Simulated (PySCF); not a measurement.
**C₂H₄N₂OSSi: geometry, spin-spin couplings**

Wanted: the spin-spin couplings of C₂H₄N₂OSSi (`[SiH3]Oc1cnsn1`), by calculation.

Programs: PySCF 2.14.0, with density-fitted response routines of our own. Each step states its level of theory. These are calculated values for one molecule in the gas phase, unless marked as measured. Atoms are numbered from 0 throughout.

### Step 1. The molecule as given

11 atoms, charge 0, multiplicity 1; geometry from: GFN2-xTB. The atoms were then displaced at random by about 0.01 Å, so the start is not that level's minimum.

Bonds of the start (Å): Si0–O1 1.64, O1–C2 1.30, C2–C3 1.46, C3–N4 1.28, N4–S5 1.61, S5–N6 1.61, N6–C2 1.33, Si0–H7 1.43, Si0–H8 1.49, Si0–H9 1.45, C3–H10 1.09.

### Step 2. Geometry optimisation at PBE0-D3(BJ)/def2-SVP

The job: settings as JSON, then the geometry in Å.

```
{"job": {"xc": "PBE0", "basis": "def2-SVP", "d3": "d3bj", "grid": 1, "shake": 0.01, "kind": "geom"}, "charge": 0, "multiplicity": 1}
Si    -1.891130    -0.541610    -0.675620
O     -0.842750     0.373510     0.199320
C      0.446490     0.206360     0.221970
C      1.406250     0.991590     0.995850
N      2.613130     0.605300     0.835940
S      2.668870    -0.633190    -0.188970
N      1.086290    -0.728270    -0.469180
H     -1.830050    -1.907630    -0.267130
H     -3.114420     0.190200    -0.231270
H     -1.612880    -0.385760    -2.091760
H      1.108330     1.803660     1.655180
```

Run with:

```console
$ OMP_NUM_THREADS=1 python probes_run.py task.json out
```

This one command runs all jobs of the session in turn.

**Question.** This job is followed by: B3LYP/cc-pVTZ indirect spin-spin coupling, non-relativistic, gas phase; B3LYP/6-31G* indirect spin-spin coupling, non-relativistic, gas phase. Predict these results of the whole session: point group; rotational constants (main isotopes); largest coupling of the table (B3LYP/cc-pVTZ); range of J(Si0,H7), mean over like pairs.

The runs gave:

```
                                     quantity                       value
                                  point group                          Cs
         rotational constants (main isotopes)        5.50, 1.12, 0.94 GHz
largest coupling of the table (B3LYP/cc-pVTZ)  1J(Si,H) Si0–H7, -184.0 Hz
     range of J(Si0,H7), mean over like pairs         -207.6 to -184.0 Hz
```

In words: Relaxing lowered the energy by 0.310 eV in 6 steps; the close pair that moved most is Si0–O1, from 1.644 to 1.708 Å. No frequency check was run at this level, so the end point may be a saddle. In the run at B3LYP/cc-pVTZ, the largest coupling of the table is Si0–H7 (mean over like pairs), -184.0 Hz, of which the Fermi-contact term gives -184.8 Hz. Couplings across rotatable bonds belong to this one conformer; where others are populated, the observed values are averages. The coupling Si0–H7, as a mean over pairs of its kind, runs from -207.6 Hz (B3LYP/6-31G*) to -184.0 Hz (B3LYP/cc-pVTZ). Couplings from bases without tight functions are rough.
